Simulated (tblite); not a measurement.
# C5H10OSi: the cost of one run

Programs: tblite 0.8.0 and PySCF 2.14.0, with density-fitted response routines of our own. Each step states its level of theory. These are calculated values for one molecule in the gas phase, unless marked as measured. Atoms count from 0, in the outputs and in this text.

### Step 1. Starting geometry

17 atoms, charge 0, multiplicity 1; geometry from: force field or distance geometry start.

Bonds of the start (Å): C0–C1 1.33, C1–C2 1.46, C2–C3 1.33, C3–Si4 1.86, Si4–O5 1.71, O5–C6 1.39, C0–H7 1.09, C0–H8 1.09, C1–H9 1.09, C2–H10 1.09, C3–H11 1.08, Si4–H12 1.48, Si4–H13 1.45, C6–H14 1.11, C6–H15 1.09, C6–H16 1.12.

### Step 2. Optimising the geometry with GFN2-xTB

Job settings and geometry (Å):

```
{"job": {"kind": "relax", "xc": "GFN2-xTB", "basis": "xTB"}, "charge": 0, "multiplicity": 1}
C      3.028300     0.884300     0.672200
C      1.853100     0.283700     0.478800
C      1.449000     0.112000    -0.909700
C      0.300200    -0.466800    -1.248100
Si    -0.831600    -1.129800     0.073000
O     -1.594200     0.252900     0.738700
C     -2.899000     0.411900     0.296100
H      3.450700     1.076100     1.661900
H      3.616100     1.232600    -0.175300
H      1.259500    -0.071300     1.322000
H      2.080400     0.488300    -1.718300
H      0.059300    -0.559700    -2.296000
H     -1.844400    -1.946800    -0.641600
H     -0.160000    -1.974900     1.040200
H     -3.545100    -0.311500     0.837800
H     -3.014800     0.303400    -0.779100
H     -3.214300     1.427700     0.637700
```

On the command line:

```sh
> OMP_NUM_THREADS=1 python probes_run.py task.json out
```

The driver reads the jobs from task.json and runs them one after another.

**Question.** How long does this first job take on 1 thread of Arm Neoverse N1, shared host?

About 2.3 s.
